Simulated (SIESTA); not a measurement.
The system is Cd2S.

```
CELL_PARAMETERS angstrom
3.96267 0.00000 0.00000
-1.98134 3.43177 0.00000
0.00000 0.00000 5.80919
ATOMIC_POSITIONS crystal
Cd 0.33333 0.66667 0.93272
Cd 0.66667 0.33333 0.57873
S 0.33333 0.66667 0.36571
```

The cell comes from a database or a generator and needn't be the stable form of this composition.

Base run:

| Property | Result |
| --- | --- |
| Program | SIESTA 5.4.2 |
| Functional | PBE |
| Potentials or basis | PseudoDojo 0.4 standard (PBE files) |
| Basis | DZP (energy shift 0.003 Ry; two zetas on semicore shells) |
| Grid cutoff | 800 Ry |
| Energy shift | 0.003 Ry |
| k mesh | 8 × 8 × 5 |
| Occupations | fermi-dirac, width 0.05 eV |
| Spin | no spin polarisation |

Its results: band gap on the k mesh 0.25 eV, indirect (least direct gap 0.58 eV); pressure -0.6 GPa; largest force 0.094 eV/Å.

Problem. The run is repeated on the same cell with these changes: functional from PBE to PBEsol; potentials or basis from PseudoDojo 0.4 standard (PBE files) to PseudoDojo 0.4 standard (PBEsol files). What comes out?

Solution. Band gap on the k mesh 0.24 eV, indirect (least direct gap 0.57 eV); pressure -3.5 GPa; largest force 0.158 eV/Å.

Caveats: an odd mesh through Γ misses points on the zone boundary, where band edges often lie; the basis of atomic orbitals isn't converged, which shifts pressures, moduli and gaps; the basis holds too few empty states to meet the f-sum rule, so the spectrum is short of weight at high energy (some runs).

Not every run made on this cell is shown here.
